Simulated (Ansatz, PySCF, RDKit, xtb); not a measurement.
**Which structure has the formula CH6GeN?**

Only the formula CH6GeN is given (odd number of electrons). Aim: find the structure of lowest free energy at 298.15 K, then its properties.

The funnel: GFN2-xTB relaxations, single points with a density functional, relaxations at B3LYP-D3(BJ)/def2-SVP, harmonic vibrations, and a last energy at a higher level. All values are calculated.

3 further runs of the same task are left out: 3 set aside as unsound or not needed.

### Step 1. Possible bonding patterns

A program enumerates the bonding patterns with one Lewis structure each (two rings at most, one unusual centre or charged pair), with their diastereomers. O–O, O–halogen and N–halogen bonds and N–N–N chains are not drawn. That gives 12 candidates.

| label | SMILES | spin |
| --- | --- | --- |
| c084 | [CH3][GeH2][NH] | doublet |
| c112 | C[NH][GeH2] | doublet |
| c180 | [CH2][NH2+][GeH2-] | doublet |
| c271 | [NH3+][CH-][GeH2] | doublet |
| c288 | N[CH2][GeH2] | doublet |
| c401 | [CH3][GeH][NH2] | doublet |
| c410 | N[CH][GeH3] | doublet |
| c459 | [CH2][GeH2][NH2] | doublet |
| c545 | C[N][GeH3] | doublet |
| c587 | [NH][CH2][GeH3] | doublet |
| c735 | [CH2][GeH-][NH3+] | doublet |
| c827 | [CH2][NH][GeH3] | doublet |

Candidates are built by distance geometry, with a force field where one applies, in up to four conformers (letters a to d). 5 starts with atoms placed at random are added, to find patterns that the rules miss.

Q: Predict the outcome of this search (final energies at CCSD(T)/def2-SVP + MP2/def2-TZVPP - MP2/def2-SVP).

| quantity | value |
| --- | --- |
| lowest structure found | [CH3][GeH][NH2], doublet, C1 |
| next finalist | C[NH][GeH2], doublet, 16.5 kcal/mol higher in G |
| share at equilibrium, among the finalists | 100.0 % |
| harmonic wavenumbers, lowest and highest (B3LYP-D3(BJ)/def2-SVP) | 107 and 3612 cm⁻¹ |
| rotational constants, same geometry | 0.444, 0.2, 0.1474 cm⁻¹ |
| dipole moment (PBE0/def2-TZVPD) | 0.92 D |
| HOMO energy (highest over α and β) (PBE0/def2-TZVPD) | -5.36 eV |
| LUMO energy (lowest over α and β) (PBE0/def2-TZVPD) | -2.18 eV |
| lowest excitation (TD-PBE0/def2-SVPD) | 4.13 eV (f = 0.027) |
| strongest of the states computed, same level | 4.79 eV (f = 0.069) |
| vertical ionisation energy (to the singlet cation) | 7.48 eV |
| vertical electron affinity | 0.41 eV |
| vertical quartet less doublet | +5.97 eV |

The lowest structure found is `[CH3][GeH][NH2]`. The margin of 16.5 kcal/mol over the next finalist is beyond the usual error of the last level; it says nothing of structures that weren't ranked. r2SCAN-D4/def2-SVP, B3LYP-D3(BJ)/def2-SVP, HF/def2-SVP and MP2/def2-SVP already put its bonding pattern lowest among the structures in one piece; GFN2-xTB favours the doublet C[NH][GeH2]; HF/STO-3G favours the doublet [CH3][GeH2][NH] (c084a, not a finalist). Lowest found is not proven lowest: the search is finite, and each finalist counts with one conformer. Patterns outside the rules of the enumeration were met only by chance.
